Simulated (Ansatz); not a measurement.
# C₂H₉FSi₂: one species, many methods

How much do the methods differ for C₂H₉FSi₂? The plan is to run it at one geometry with functionals of several rungs and with coupled cluster, and see how far each lands from CCSD(T) at the basis-set limit for the atomisation energy.

Method: functionals in def2-TZVPP, the program's frozen cores in correlated methods; program: Ansatz 0.2.0, Gaussian basis.

The runs, in order: PBE-D4, r2SCAN-D4, PBE0-D4, B3LYP-D4, ωB97X-V, ωB97M-V, B2PLYP; CCSD(T)/def2-TZVPP; MP2/def2-QZVPP; extrapolation to the limit.

### Step 1. Structure used throughout

An earlier PBE0-D4 in a triple-zeta def2 set relaxation fixed the geometry.

SMILES `C[SiH2]C[SiH2]F`, 14 atoms, charge 0, spin multiplicity 1.

Atoms are counted from 1 here; the program's logs count them from 0.

Bond lengths: C1–Si2 1.867 Å, C1–H6 1.092 Å, C1–H7 1.093 Å, C1–H8 1.092 Å, Si2–C3 1.881 Å, Si2–H9 1.490 Å, Si2–H10 1.491 Å, C3–Si4 1.851 Å, C3–H11 1.097 Å, C3–H12 1.096 Å, Si4–F5 1.607 Å, Si4–H13 1.484 Å, Si4–H14 1.485 Å. Angles: Si2–C1–H6 110.8°, Si2–C1–H7 110.8°, Si2–C1–H8 110.7°, H6–C1–H7 107.9°, H6–C1–H8 108.5°, H7–C1–H8 108.1°, C1–Si2–C3 111.4°, C1–Si2–H9 110.1°, C1–Si2–H10 110.3°, C3–Si2–H9 108.9°, C3–Si2–H10 108.5°, H9–Si2–H10 107.5°, Si2–C3–Si4 115.6°, Si2–C3–H11 108.3°, Si2–C3–H12 109.1°, Si4–C3–H11 106.9°, Si4–C3–H12 109.7°, H11–C3–H12 106.8° and more.

As a file:

```
C    -1.5156    1.2501    0.5564
Si   -0.0190    0.3440    1.2072
C     0.4173   -1.1308    0.1237
Si    1.1192   -0.7210   -1.5391
F     0.1512    0.3200   -2.2893
H    -1.7543    2.1080    1.1892
H    -2.3888    0.5930    0.5366
H    -1.3381    1.6084   -0.4598
H    -0.2746   -0.1352    2.5952
H     1.1571    1.2587    1.2579
H     1.1696   -1.7330    0.6487
H    -0.4689   -1.7639    0.0051
H     2.4469   -0.0708   -1.4066
H     1.2244   -1.9135   -2.4177
```

### Step 2. PBE-D4 (GGA)

Contents of in.yaml:

```yaml
crystal:
  periodic: [false, false, false]
  atoms:
    - {symbol: C, position_ang: [-1.515636, 1.250100, 0.556381]}
    - {symbol: Si, position_ang: [-0.018953, 0.343966, 1.207194]}
    - {symbol: C, position_ang: [0.417271, -1.130834, 0.123698]}
    - {symbol: Si, position_ang: [1.119179, -0.720989, -1.539057]}
    - {symbol: F, position_ang: [0.151200, 0.319967, -2.289270]}
    - {symbol: H, position_ang: [-1.754301, 2.107960, 1.189160]}
    - {symbol: H, position_ang: [-2.388773, 0.593004, 0.536574]}
    - {symbol: H, position_ang: [-1.338147, 1.608413, -0.459767]}
    - {symbol: H, position_ang: [-0.274610, -0.135201, 2.595174]}
    - {symbol: H, position_ang: [1.157074, 1.258707, 1.257871]}
    - {symbol: H, position_ang: [1.169625, -1.733010, 0.648688]}
    - {symbol: H, position_ang: [-0.468927, -1.763914, 0.005067]}
    - {symbol: H, position_ang: [2.446889, -0.070787, -1.406578]}
    - {symbol: H, position_ang: [1.224410, -1.913482, -2.417733]}
basis:
  gaussian: {orbitals: def2-TZVPP}
hamiltonian: {xc: pbe, dispersion: d4}
output: {forces: true, orbitals: {seedname: orbitals}}
```

After this run come: r2SCAN-D4 (meta-GGA); PBE0-D4 (hybrid); B3LYP-D4 (hybrid); ωB97X-V (range-separated); ωB97M-V (range-separated); B2PLYP (double hybrid); CCSD(T) in def2-TZVPP; MP2 in def2-QZVPP.

Before running them: what should the planned runs give, taken together? Wanted: atomisation energy, CCSD(T)/CBS; farthest; mean size of error, hybrid; mean size of error, range-separated; gap, smallest and largest; T1 diagnostic; triples share of the correlation energy.

**Answer**, as computed:

```
                               quantity                                          value
        atomisation energy, CCSD(T)/CBS                                      52.296 eV
    functionals within 0.261 eV (0.5 %)  PBE-D4, r2SCAN-D4, B3LYP-D4, ωB97X-V, ωB97M-V
                               farthest                             B2PLYP (-0.703 eV)
             mean size of error, hybrid                                       0.287 eV
    mean size of error, range-separated                                       0.071 eV
              gap, smallest and largest           6.81 eV (PBE-D4), 13.35 eV (ωB97X-V)
                          T1 diagnostic                                         0.0106
triples share of the correlation energy                                          3.3 %
```

What this shows: PBE-D4 is off by -0.057 eV. Double hybrids carry the basis error of their MP2 part in triple zeta, and no dispersion term here, so their miss is partly the set-up's. The reference freezes the cores and leaves out relativity and excitations past (T), so misses under about 0.261 eV can't be ranked. Hartree-Fock recovers 77 % of the binding; the rest is correlation. The gap grows from 6.8 to 13.3 eV across the functionals, mostly with the share of exact exchange.
